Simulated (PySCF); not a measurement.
# C2H7NSi: the cost of one run

Programs: PySCF 2.14.0, with density-fitted response routines of our own. Each step states its level of theory. These are calculated values for one molecule in the gas phase, unless marked as measured. Atoms count from 0, in the outputs and in this text.

### 1 The molecule as given

11 atoms, charge 0, multiplicity 1; geometry from: PBE0-D3(BJ)/def2-SVP.

Bonds of the start (Å): C0–N1 1.26, N1–Si2 1.76, Si2–C3 1.87, C0–H4 1.11, C0–H5 1.11, Si2–H6 1.49, Si2–H7 1.51, C3–H8 1.10, C3–H9 1.10, C3–H10 1.10.

### 2 Shielding tensors: HF/pcSseg-2

Job settings and geometry (Å):

```
{"job": {"kind": "nmr", "xc": "HF", "basis": "pcSseg-2", "pop": false}, "charge": 0, "multiplicity": 1}
C      2.190306     0.242155     0.309636
N      1.145681     0.527023    -0.336349
Si    -0.258594    -0.519923    -0.506808
C     -1.754797     0.383571     0.158143
H      3.026834     0.964314     0.375237
H      2.357882    -0.717564     0.848203
H     -0.418099    -0.799350    -1.964990
H     -0.060095    -1.824960     0.216296
H     -1.649772     0.572382     1.237443
H     -2.670652    -0.206189    -0.001402
H     -1.870782     1.352117    -0.351193
```

Level: GIAO HF/pcSseg-2 NMR shielding, non-relativistic, gas phase.

Run with:

```
> OMP_NUM_THREADS=1 python probes_run.py task.json out
```

The driver reads the jobs from task.json and runs them one after another.

**Question.** How long does this first job take on 1 thread of Arm Neoverse N1, shared host, and how much memory does it need?

About 24 s, with a peak of 0.93 GiB.
